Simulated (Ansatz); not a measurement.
**CH₃BrOSn: one species, many methods**

Aim: compute CH₃BrOSn with functionals from several rungs and with coupled cluster. The yardstick is the atomisation energy at the CCSD(T) limit.

Computed with Ansatz 0.2.0, Gaussian basis. Level: functionals in def2-TZVPP, the program's frozen cores in correlated methods.

Plan: LDA (SPW92), PBE-D4, revPBE-D4, BLYP-D4, r2SCAN-D4, B97M-V, PBE0-D4, B3LYP-D4, r2SCANh-D4, r2SCAN0-D4, HSE06-D4, BHLYP-D4, CAM-B3LYP-D4, LC-ωPBE, ωB97X-V, ωB97M-V, B2PLYP, PBE-QIDH; CCSD(T)/def2-SVP; CCSD(T)/def2-TZVPP; MP2/def2-QZVPP; extrapolation to the limit; RPA on PBE.

### 1 The geometry

The geometry comes from an earlier relaxation with PBE0-D4 in a triple-zeta def2 set; it is a stationary point, not always the lowest conformer. Sn takes the def2 core potential; no spin-orbit term is included.

SMILES `C[O][Sn][Br]`, 7 atoms, charge 0, spin multiplicity 1.

Atoms are counted from 1 here; the program's logs count them from 0.

Bond lengths: C1–O2 1.405 Å, C1–H5 1.095 Å, C1–H6 1.095 Å, C1–H7 1.095 Å, O2–Sn3 1.958 Å, Sn3–Br4 2.546 Å. Angles: O2–C1–H5 109.5°, O2–C1–H6 112.5°, O2–C1–H7 109.5°, H5–C1–H6 108.5°, H5–C1–H7 108.1°, H6–C1–H7 108.5°, C1–O2–Sn3 132.6°, O2–Sn3–Br4 99.3°.

Coordinates:

| atom | x (Å) | y (Å) | z (Å) |
| --- | --- | --- | --- |
| C1 | -0.5414 | 0.4680 | 0.5382 |
| O2 | 0.6415 | 0.8419 | -0.1202 |
| Sn3 | 1.8664 | -0.1293 | -1.2985 |
| Br4 | 0.6930 | -2.3882 | -1.3377 |
| H5 | -1.3628 | 1.1142 | 0.2107 |
| H6 | -0.8191 | -0.5735 | 0.3436 |
| H7 | -0.4164 | 0.5987 | 1.6183 |

### 2 LDA

This LDA is Slater exchange with PW92 correlation.

The input, in.yaml:

```yaml
crystal:
  periodic: [false, false, false]
  atoms:
    - {symbol: C, position_ang: [-0.541409, 0.467991, 0.538185]}
    - {symbol: O, position_ang: [0.641507, 0.841948, -0.120220]}
    - {symbol: Sn, position_ang: [1.866446, -0.129282, -1.298474]}
    - {symbol: Br, position_ang: [0.693006, -2.388154, -1.337714]}
    - {symbol: H, position_ang: [-1.362831, 1.114155, 0.210741]}
    - {symbol: H, position_ang: [-0.819115, -0.573486, 0.343551]}
    - {symbol: H, position_ang: [-0.416404, 0.598729, 1.618331]}
basis:
  gaussian: {orbitals: def2-TZVPP}
hamiltonian: {xc: lda}
output: {orbitals: {seedname: orbitals}}
```

The runs that follow: PBE-D4 (GGA); revPBE-D4 (GGA); BLYP-D4 (GGA); r2SCAN-D4 (meta-GGA); B97M-V (meta-GGA); PBE0-D4 (hybrid); B3LYP-D4 (hybrid); r2SCANh-D4 (hybrid); r2SCAN0-D4 (hybrid); HSE06-D4 (hybrid); BHLYP-D4 (hybrid); CAM-B3LYP-D4 (range-separated); LC-ωPBE-D4 (range-separated); ωB97X-V (range-separated); ωB97M-V (range-separated); B2PLYP (double hybrid); PBE-QIDH (double hybrid); CCSD(T) in def2-SVP; CCSD(T) in def2-TZVPP; MP2 in def2-QZVPP; RPA on PBE orbitals.

Before running them: what should the planned runs give, taken together? Wanted: atomisation energy, CCSD(T)/CBS; farthest beyond LDA; mean size of error, GGA; mean size of error, meta-GGA; mean size of error, hybrid; mean size of error, range-separated; mean size of error, double hybrid; gap, smallest and largest; T1 diagnostic.

As calculated:

| quantity | value |
| --- | --- |
| atomisation energy, CCSD(T)/CBS | 2406.1 kJ/mol |
| functionals within 24.1 kJ/mol (1.0 %) | BLYP-D4, r2SCAN-D4, B97M-V, B3LYP-D4, CAM-B3LYP-D4, ωB97X-V |
| farthest beyond LDA | BHLYP-D4 (-118.1 kJ/mol) |
| mean size of error, GGA | 25.4 kJ/mol |
| mean size of error, meta-GGA | 10.3 kJ/mol |
| mean size of error, hybrid | 51.4 kJ/mol |
| mean size of error, range-separated | 34.1 kJ/mol |
| mean size of error, double hybrid | 53.1 kJ/mol |
| gap, smallest and largest | 3.34 eV (BLYP-D4), 9.56 eV (LC-ωPBE) |
| T1 diagnostic | 0.0150 |
| triples share of the correlation energy | 3.5 % |

**Reading.** The LDA atomisation energy is off by 368.2 kJ/mol (15 %): it overbinds. PBE-D4 is off by +43.7 kJ/mol. Double hybrids carry the basis error of their MP2 part in triple zeta, and no dispersion term here, so their miss is partly the set-up's. By mean error the best rung here is meta-GGA (10.3 kJ/mol) and the worst beyond LDA is double hybrid (53.1 kJ/mol). The reference freezes the cores and leaves out spin-orbit coupling and excitations past (T), and its outer-core shells are covered unevenly, so misses under about 24.1 kJ/mol can't be ranked. All levels share the lack of spin-orbit coupling, which lowers the free heavy atoms and so the true binding. Hartree-Fock recovers 68 % of the binding; the rest is correlation. CCSD(T) in def2-SVP is off by -192.5 kJ/mol, more than most functionals: a good method in a small basis is no reference. Orbital gaps span 3.3 to 9.6 eV; exact exchange widens them. Correlated methods include outer-core shells of Br, Sn, which these sets cover unevenly.
